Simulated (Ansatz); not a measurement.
# ZnS: the cost of one run

Computed with Ansatz 0.2.0 (DFT r2SCAN, scalar-relativistic, plane waves, PAW, unless a step's input says otherwise).

2 further runs of the same task are left out: 2 set aside as unsound or not needed. Runs told in other sessions of the task aren't counted.

**1. Starting point**

Symmetry: P6_3mc, No. 186, hexagonal system. The conventional cell has a = 3.807 Å, b = 3.807 Å, c = 6.246 Å, α = 90.00°, β = 90.00°, γ = 120.00°. Zn (site symmetry 3m) has 4 S at 2.33 to 2.34 Å in its first shell of neighbours. S (site symmetry 3m) has 4 Zn at 2.33 to 2.34 Å in its first shell of neighbours.

As a file:

```xyz
8
Lattice="3.8067 0.0000 0.0000 -1.9034 3.2967 0.0000 0.0000 0.0000 12.4915" Properties=species:S:1:pos:R:3 pbc="T T T"
Zn    0.0000    2.1978    0.0337
Zn    0.0000    2.1978    6.2794
Zn    1.9034    1.0989    3.1565
Zn    1.9034    1.0989    9.4023
S     0.0000    2.1978    2.3710
S     0.0000    2.1978    8.6167
S     1.9034    1.0989    5.4938
S     1.9034    1.0989   11.7396
```

It is built from the cell relaxed beforehand with the same method (19.60 Å³/atom).

**2. Zero of the scan**

input.yaml

```yaml
crystal:
  lattice:
    - [3.8067217473, 0.0, 0.0]
    - [-1.9033608736, 3.2967177383, 0.0]
    - [0.0, 0.0, 12.4914703042]
  atoms:
    - { symbol: Zn, position: [0.3333333333, 0.6666666667, 0.0026940355] }
    - { symbol: Zn, position: [0.3333333333, 0.6666666667, 0.5026940355] }
    - { symbol: Zn, position: [0.6666666667, 0.3333333333, 0.2526940355] }
    - { symbol: Zn, position: [0.6666666667, 0.3333333333, 0.7526940355] }
    - { symbol: S, position: [0.3333333333, 0.6666666667, 0.1898059645] }
    - { symbol: S, position: [0.3333333333, 0.6666666667, 0.6898059645] }
    - { symbol: S, position: [0.6666666667, 0.3333333333, 0.4398059645] }
    - { symbol: S, position: [0.6666666667, 0.3333333333, 0.9398059645] }
basis:
  ecutwfc: 500
kpoints:
  mp_grid: { grid: [6, 6, 2] }
hamiltonian:
  xc: r2scan
scf:
  occupations: { method: gaussian, width: 0.05 }
output:
  forces: true
  stress: true
  eigenvalues: true
  write_density: true
  write_potential: true
  elf: true
  volumetric_format: npy
```

Command:

```bash
> ansatz run input.yaml --threads 2 --pin off --max-ram 5120MiB --backend cpu --events-out ev --progress --plain --runs-dir out
```

What time and memory should one allow on 2 threads of Arm Neoverse V2, shared host?

About 13 s, with a peak of 0.71 GiB.
